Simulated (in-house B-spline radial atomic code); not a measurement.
**As¹⁴⁺: ionisation energy by several methods**

One table from this session's results is given with a row withheld; the runs are named, their logs left out.

Program: in-house B-spline radial atomic code version 1. Level of theory: non-relativistic, several functionals, spin-polarised; spherical all-electron atom at the radial basis limit. These are calculated values, not measurements, unless marked.

## The system

```
element       : arsenic (Z = 33)
charge        : +14
electrons     : 19
configuration : [Ar] 3d1
nucleus       : point
```

The outer shells:

[Ar] 3d1
```
[Ar] core
3d [↑ ][  ][  ][  ][  ]
```

Where spins are not typed, each open shell is filled with up spins first.

Set-up of the first run:

Settings of the run:

```ini
Z = 33
electrons = 19.0
configuration = [Ar] 3d1
hamiltonian = nr
method = r2scan
spin_polarised = True
```

Among the steps run: r2SCAN, a meta-GGA; exchange-only LDA; TPSS, a meta-GGA; BP86, a GGA; OLYP, a GGA; BLYP, a GGA.

One of the session's tables, all rows but one given; the rest of the session is left out.

```
           method  ΔSCF (eV)
exchange-only LDA     460.20
             BP86     462.31
             OLYP     463.28
             BLYP     462.21
           r2SCAN     461.13
             TPSS          ?
```

Q: Estimate the row for TPSS from the others.

**Answer.** ΔSCF (eV): 461.68. In the column «ΔSCF (eV)» it lies between r2SCAN (461.13) and BLYP (462.21).

These runs leave out relativity, which matters at this nuclear charge. Open shells are averaged (over orientations, and over spins where the run is restricted), while tables refer to the lowest levels. For the semilocal functionals minus the highest level recovers only 95 % of their own ΔSCF value, a mark of self-interaction.

Members of this set that are not shown: 1 used exact exchange with fractional occupations of an open shell, which is unsound here.
